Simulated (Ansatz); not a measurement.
# Ga7P7 zinc blende off disc (Ga₇P₇): geometry, orbitals and charge

Aim: characterise Ga7P7 zinc blende off disc (Ga₇P₇) as a singlet: its structure, frontier levels and distribution of charge.

Computed with Ansatz 0.2.0, Gaussian basis. Level: RKS PBE0-D4/def2-TZVP.

Levels to be run: relaxation at PBE-D4/def2-SVP; a single point at PBE0-D4/def2-TZVP.

## (1) The system as given

14 atoms, charge 0, spin multiplicity 1.

Atoms are counted from 1 here; the program's logs count them from 0.

Bond lengths: Ga1–P8 2.314 Å, Ga1–P9 2.355 Å, Ga2–P10 2.298 Å, Ga2–P11 2.389 Å, Ga3–P8 2.353 Å, Ga3–P10 2.370 Å, Ga3–P14 2.700 Å, Ga5–P12 2.352 Å, Ga5–P13 2.370 Å, Ga5–P14 2.709 Å, Ga6–P9 2.356 Å, Ga6–P12 2.314 Å, Ga7–P11 2.390 Å, Ga7–P13 2.300 Å. Angles: P8–Ga1–P9 174.0°, P10–Ga2–P11 173.5°, P8–Ga3–P10 141.9°, P8–Ga3–P14 110.1°, P10–Ga3–P14 107.9°, P12–Ga5–P13 142.5°, P12–Ga5–P14 110.1°, P13–Ga5–P14 107.4°, P9–Ga6–P12 173.7°, P11–Ga7–P13 173.6°, Ga1–P8–Ga3 85.3°, Ga1–P9–Ga6 82.2°, Ga2–P10–Ga3 86.7°, Ga2–P11–Ga7 78.2°, Ga5–P12–Ga6 85.3°, Ga5–P13–Ga7 86.7°, Ga3–P14–Ga5 122.0°.

As a file:

```mol
Ga7P7
  3D, bonds by distance, orders not assigned

 14 14  0  0  0  0  0  0  0  0999 V2000
   -3.1013    0.9164    0.3003 Ga  0  0
    0.8615   -3.0078    0.1390 Ga  0  0
   -1.7462   -1.5901   -1.0703 Ga  0  0
    0.6028   -0.5896    2.8988 Ga  0  0
    1.6001    1.7530   -1.0627 Ga  0  0
   -0.9023    3.0995    0.3256 Ga  0  0
    2.9962   -0.8787    0.1231 Ga  0  0
   -3.8910   -0.6340   -1.2248 P   0  0
   -2.5303    2.5205    1.9275 P   0  0
   -0.5416   -3.5627   -1.5949 P   0  0
    2.5226   -2.5282    1.7869 P   0  0
    0.6661    3.9085   -1.1714 P   0  0
    3.5425    0.5163   -1.6225 P   0  0
   -0.0790    0.0770    0.2452 P   0  0
  1  8  8  0
  1  9  8  0
  2 10  8  0
  2 11  8  0
  3  8  8  0
  3 10  8  0
  3 14  8  0
  5 12  8  0
  5 13  8  0
  5 14  8  0
  6  9  8  0
  6 12  8  0
  7 11  8  0
  7 13  8  0
M  END
```

The start is a GFN2-xTB geometry.

## (2) Relaxation at PBE-D4/def2-SVP

Input file in.yaml:

```yaml
crystal:
  periodic: [false, false, false]
  atoms:
    - {symbol: Ga, position_ang: [-3.101260, 0.916410, 0.300330]}
    - {symbol: Ga, position_ang: [0.861450, -3.007830, 0.139030]}
    - {symbol: Ga, position_ang: [-1.746190, -1.590140, -1.070270]}
    - {symbol: Ga, position_ang: [0.602790, -0.589640, 2.898760]}
    - {symbol: Ga, position_ang: [1.600060, 1.752950, -1.062720]}
    - {symbol: Ga, position_ang: [-0.902260, 3.099510, 0.325640]}
    - {symbol: Ga, position_ang: [2.996180, -0.878670, 0.123130]}
    - {symbol: P, position_ang: [-3.890970, -0.633980, -1.224790]}
    - {symbol: P, position_ang: [-2.530320, 2.520530, 1.927540]}
    - {symbol: P, position_ang: [-0.541640, -3.562740, -1.594870]}
    - {symbol: P, position_ang: [2.522590, -2.528150, 1.786940]}
    - {symbol: P, position_ang: [0.666090, 3.908500, -1.171360]}
    - {symbol: P, position_ang: [3.542540, 0.516260, -1.622540]}
    - {symbol: P, position_ang: [-0.079050, 0.076990, 0.245180]}
basis:
  gaussian: {orbitals: def2-SVP}
hamiltonian: {xc: pbe, dispersion: d4}
scf: {lower_state_search: "off"}
output: {orbitals: {seedname: orbitals}}
relax: {f_tol: 0.03, max_steps: 70}
```

Command:

```console
$ ansatz run in.yaml --threads 2 --pin off --events-out ev --progress --plain --max-ram 22528MiB --backend cuda --devices 0, --max-vram 18GiB
```

The runs that follow: Single point, PBE0-D4/def2-TZVP.

**Question.** What will the summary of the whole plan be? Wanted: point group; commonest bond; HOMO, LUMO at PBE0-D4/def2-TZVP; dipole at PBE-D4/def2-SVP.

**Answer**, as computed:

| quantity | value |
| --- | --- |
| point group | Cs |
| commonest bond | Ga–P, 16 of mean length 2.344 Å |
| HOMO, LUMO at PBE0-D4/def2-TZVP | -5.99, -2.96 eV |
| dipole at PBE-D4/def2-SVP | 4.51 D |

**Reading.** The relaxation broke 0 and made 4 bonds, so the end is another structure than the start. No usable vibrations, so a minimum isn't proven. The HOMO lies nearest to P10, P13 about 26 % each; P8, P12 about 15 % each and the LUMO to Ga1, Ga6 about 18 % each; P9 13 %. Whether this spin is the lowest isn't tested here. The point group is read from a loosely relaxed geometry; soft torsions can leave it below the true symmetry.
